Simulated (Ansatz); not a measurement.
This script makes an equation of state with a fit of Zn, space group Im-3m with Ansatz 0.2.0, Python API.

The script, `eos_zn.py`:
```python
'''Equation of state of Zn.'''

from dataclasses import dataclass

import ansatz as az
import numpy as np


@dataclass(frozen=True)
class RunConfig:
    xc: str = 'PBEsol'
    filling: str = 'cold'
    smearing_width: float = 0.05
    tolerance: float = 1e-07
    kgrid: tuple[int, ...] = (10, 10, 10)


opts = RunConfig()

VECTORS = np.array([
    [-1.569037, 1.569037, 1.569037],
    [1.569037, -1.569037, 1.569037],
    [1.569037, 1.569037, -1.569037],
])
SITES = [
    ('Zn', (0.0, 0.0, 0.0)),
]


def build(cell):
    crystal = az.Crystal(lattice=az.Lattice.of(cell))
    for symbol, position in SITES:
        crystal = crystal.atom(symbol, position)
    return crystal

# uniform scaling of the cell
volumes, energies, pressures = [], [], []
for scale in np.linspace(0.9, 1.1, 9):
    cell = VECTORS * scale ** (1 / 3)
    job = (
        build(cell).calculation()
        .functional(opts.xc)
        .basis(35 * az.Ry)
        .occupations(opts.filling, width=opts.smearing_width)
        .eigensolver('auto', full_accuracy=True)
        .scf(tolerance=opts.tolerance, algorithm='density_mixing')
        .kpoints(*opts.kgrid)
        .stress()
    )
    r = job.run().report
    volumes.append(abs(np.linalg.det(cell)) / len(SITES))
    energies.append(r['free_energy_ev'] / len(SITES))
    pressures.append(np.trace(r['stress_gpa']) / 3)
    print(f'V = {volumes[-1]:8.4f} A^3/atom  F = {energies[-1]:.5f} eV/atom  P = {pressures[-1]:8.3f} GPa')

# third-order Birch-Murnaghan: a cubic in V^(-2/3)
x = np.array(volumes) ** (-2 / 3)
poly = np.polynomial.Polynomial.fit(x, energies, 3).convert()
roots = poly.deriv().roots()
x0 = min((r.real for r in roots if abs(r.imag) < 1e-9 and poly.deriv(2)(r.real) > 0), key=lambda r: abs(r - x.mean()))
v0 = x0 ** -1.5
b0 = 4 / 9 * poly.deriv(2)(x0) * v0 ** (-7 / 3) * 160.21766
b1 = 4 + 2 / 3 * x0 * poly.deriv(3)(x0) / poly.deriv(2)(x0)
print(f'V0 = {v0:.4f} A^3/atom, B0 = {b0:.1f} GPa, dB/dP = {b1:.2f}')
```

Its results, one of them left out:

| V (Å³/atom) | F less the lowest row shown (meV/atom) |
| --- | --- |
| 13.906 | ? |
| 14.292 | 0.00 |
| 14.679 | 1.68 |
| 15.065 | 8.33 |
| 15.451 | 19.19 |
| 15.837 | 33.58 |
| 16.224 | 50.84 |
| 16.610 | 70.45 |
| 16.996 | 91.96 |

What is the missing energy at 13.906 Å³ an atom?

A third-order Birch-Murnaghan fit, E = E0 + (9 V0 B0 / 16) [(t - 1)³ B' + (t - 1)² (6 - 4t)] with t = (V0/V)^(2/3), through the 8 rows shown gives V0 = 14.371 Å³, B0 = 89.9 GPa, B' = 5.76 and E0 = -0.11 meV. At V = 13.906 Å³, t = 1.02218, and the fit extrapolates to 4.44 meV. The run gave 4.17 meV, a miss of 0.27 meV.

Caveats:
- These settings explore the input space; cutoff and mesh may be short of convergence.
- For a metal this k-point mesh is coarse: on a finer one energies can move by several to tens of meV an atom and pressures by half a GPa or more, differences at one mesh by less.
- The program warned that this SCF threshold is loose for forces or stresses.
- Pressure is positive in compression.
- At these settings the cell as given stands under about -5 GPa, so it isn't at this functional's equilibrium volume.
- This isn't the structure that Zn takes at ambient conditions.
- It ran for 9 s on 1 thread of Intel(R) Xeon(R) Platinum 8259CL CPU @ 2.50GHz (Skylake/Cascade Lake) (shared host), peak memory 0.37 GiB.
